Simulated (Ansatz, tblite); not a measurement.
**C15H19N: rung by rung**

Aim: run the singlet of C15H19N at one geometry on many levels, and compare frontier levels, spin and run time.

The runs use Ansatz 0.2.0, Gaussian basis; as each input shows.

Plan: GFN1-xTB, GFN2-xTB, PBE-D4/def2-TZVP, r2SCAN-D4/def2-TZVP, r2SCANh-D4/def2-TZVP, B2PLYP/def2-TZVP, B97M-V/def2-TZVP, LC-ωPBE(0.10)/def2-SVP, LC-ωPBE(0.15)/def2-SVP, LC-ωPBE(0.20)/def2-SVP, LC-ωPBE(0.30)/def2-SVP, PBE-D4/def2-SVP, PBE0-D4/def2-SVP, HF/6-31G, B3LYP-D4/6-31G, CCSD(T)/def2-SVP, MP2/def2-TZVP, RPA/def2-TZVP.

## (1) The relaxed structure

The geometry is that of the singlet, from an earlier relaxation (PBE-D4/def2-SVP).

SMILES `[C-]#[N+]C12CC3C4CC5CC3C(C1)C(C5)C4C2`, 35 atoms, charge 0, spin multiplicity 1.

Bond lengths: C1–N2 1.187 Å, N2–C3 1.428 Å, C3–C4 1.547 Å, C3–C12 1.547 Å, C3–C16 1.547 Å, C4–C5 1.535 Å, C4–H17 1.110 Å, C4–H18 1.110 Å, C5–C6 1.549 Å, C5–C10 1.549 Å, C5–H19 1.112 Å, C6–C7 1.537 Å, C6–C15 1.549 Å, C6–H20 1.112 Å, C7–C8 1.540 Å, C7–H21 1.111 Å, C7–H22 1.111 Å, C8–C9 1.540 Å and more. Angles: C1–N2–C3 180.0°, N2–C3–C4 109.8°, N2–C3–C12 109.9°, N2–C3–C16 109.8°, C4–C3–C12 109.1°, C4–C3–C16 109.1°, C12–C3–C16 109.1°, C3–C4–C5 109.6°, C3–C4–H17 109.1°, C3–C4–H18 109.1°, C5–C4–H17 110.8°, C5–C4–H18 110.8°, H17–C4–H18 107.3°, C4–C5–C6 110.7°, C4–C5–C10 110.7°, C4–C5–H19 108.9°, C6–C5–C10 108.5°, C6–C5–H19 109.0° and more.

PBE0-D4/def2-TZVP was run before; its log isn't repeated, and its numbers join the tables.

## (2) GFN1-xTB

Tight binding, by tblite at 300 K electronic temperature and without a spin-polarisation term:

```python
tblite.interface.Calculator('GFN1-xTB', numbers, positions, charge=0, uhf=0).singlepoint()
```

Energy -1229.4167 eV, HOMO -10.99 eV, LUMO -5.87 eV; 0.039 s.

## (3) GFN2-xTB

Tight binding, by tblite at 300 K electronic temperature and without a spin-polarisation term:

```python
tblite.interface.Calculator('GFN2-xTB', numbers, positions, charge=0, uhf=0).singlepoint()
```

Energy -1218.3163 eV, HOMO -10.98 eV, LUMO -5.72 eV; 0.029 s.

## (4) PBE-D4/def2-TZVP

start.molden holds the orbitals of an earlier run on this state, given as this run's starting guess.

in.yaml

```yaml
crystal:
  periodic: [false, false, false]
  atoms:
    - {symbol: C, position_ang: [4.792831, 0.016795, 0.057244]}
    - {symbol: N, position_ang: [3.606390, 0.012907, 0.043156]}
    - {symbol: C, position_ang: [2.178803, 0.007879, 0.026107]}
    - {symbol: C, position_ang: [1.656728, -1.437401, 0.202608]}
    - {symbol: C, position_ang: [0.121957, -1.436485, 0.183416]}
    - {symbol: C, position_ang: [-0.407994, -0.879552, -1.161058]}
    - {symbol: C, position_ang: [-1.945085, -0.883620, -1.177482]}
    - {symbol: C, position_ang: [-2.481974, -0.008974, -0.029731]}
    - {symbol: C, position_ang: [-1.976058, -0.568345, 1.312564]}
    - {symbol: C, position_ang: [-0.439021, -0.563710, 1.333299]}
    - {symbol: C, position_ang: [0.101941, 0.876490, 1.154755]}
    - {symbol: C, position_ang: [1.636626, 0.885991, 1.178325]}
    - {symbol: C, position_ang: [-0.428085, 1.438757, -0.187475]}
    - {symbol: C, position_ang: [-1.965175, 1.430659, -0.205573]}
    - {symbol: C, position_ang: [0.132888, 0.561373, -1.333845]}
    - {symbol: C, position_ang: [1.667688, 0.569472, -1.321486]}
    - {symbol: H, position_ang: [2.039377, -1.847486, 1.160518]}
    - {symbol: H, position_ang: [2.061416, -2.072010, -0.613284]}
    - {symbol: H, position_ang: [-0.239956, -2.480238, 0.311078]}
    - {symbol: H, position_ang: [-0.022179, -1.511987, -1.990972]}
    - {symbol: H, position_ang: [-2.313972, -0.503360, -2.154544]}
    - {symbol: H, position_ang: [-2.321627, -1.924326, -1.075259]}
    - {symbol: H, position_ang: [-3.592511, -0.013025, -0.043042]}
    - {symbol: H, position_ang: [-2.367609, 0.042223, 2.154717]}
    - {symbol: H, position_ang: [-2.353192, -1.602864, 1.463699]}
    - {symbol: H, position_ang: [-0.075611, -0.968174, 2.303828]}
    - {symbol: H, position_ang: [-0.274522, 1.510675, 1.987081]}
    - {symbol: H, position_ang: [2.026853, 1.918716, 1.062658]}
    - {symbol: H, position_ang: [2.019131, 0.494889, 2.144209]}
    - {symbol: H, position_ang: [-0.056798, 2.479703, -0.314663]}
    - {symbol: H, position_ang: [-2.334384, 1.856536, -1.163499]}
    - {symbol: H, position_ang: [-2.356403, 2.080669, 0.606669]}
    - {symbol: H, position_ang: [-0.221130, 0.966962, -2.306908]}
    - {symbol: H, position_ang: [2.058139, 1.599651, -1.457337]}
    - {symbol: H, position_ang: [2.072497, -0.048818, -2.149765]}
basis:
  gaussian: {orbitals: def2-TZVP, fitting: {mean_field: def2-universal-jkfit}, initial_orbitals: start.molden}
hamiltonian: {xc: pbe, dispersion: d4}
scf: {omitted_lower_state_checks: [starts]}
output: {orbitals: {seedname: orbitals}}
```

Started as:

```bash
ansatz run in.yaml --threads 2 --pin off --events-out ev --progress --plain --max-ram 32768MiB --backend cuda --devices 0, --max-vram 18GiB
```

Further steps of the session: r2SCAN-D4/def2-TZVP; r2SCANh-D4/def2-TZVP; B2PLYP/def2-TZVP; B97M-V/def2-TZVP; LC-ωPBE(0.10)/def2-SVP; LC-ωPBE(0.15)/def2-SVP; LC-ωPBE(0.20)/def2-SVP; LC-ωPBE(0.30)/def2-SVP; PBE-D4/def2-SVP; PBE0-D4/def2-SVP; HF/6-31G; B3LYP-D4/6-31G; CCSD(T)/def2-SVP; MP2/def2-TZVP; RPA/def2-TZVP.

Q: Predict the results of all the runs planned. Wanted: gap in def2-TZVP, named functionals, smallest and largest; gap over the ω; correlation energy, CCSD(T)/def2-SVP; correlation energy, MP2/def2-TZVP; binding an atom, CCSD(T)/def2-SVP; PBE0 total energy, smallest basis above largest.

As calculated:

| quantity | value |
| --- | --- |
| gap in def2-TZVP, named functionals, smallest and largest | 6.34 eV (PBE-D4), 8.41 eV (PBE0-D4) |
| gap over the ω (1/bohr) | 9.42 eV at 0.1, 12.95 eV at 0.3 |
| correlation energy, CCSD(T)/def2-SVP | -66.08 eV |
| correlation energy, MP2/def2-TZVP | -71.48 eV |
| binding an atom, CCSD(T)/def2-SVP | 4.569 eV |
| PBE0 total energy, smallest basis above largest | 17.67 eV (def2-SVP, def2-TZVP) |

What this shows: Over the named functionals in def2-TZVP the gap runs from 6.34 eV (PBE-D4) to 8.41 eV (PBE0-D4); exact exchange widens it. Raising the ω (1/bohr) from 0.1 to 0.3 moves the HOMO by -2.03 eV and the LUMO by +1.50 eV. A small miss in a minimal or small basis is a cancelling of errors, not accuracy. The functionals in def2-TZVP miss CCSD(T)/def2-SVP by +0.134 (r2SCANh-D4) to +0.286 eV (PBE-D4) an atom. The yardstick is in a double-zeta basis, so levels in larger sets aren't compared like for like. CCSD(T)/def2-SVP isn't at the basis-set limit; small misses against it rank nothing.
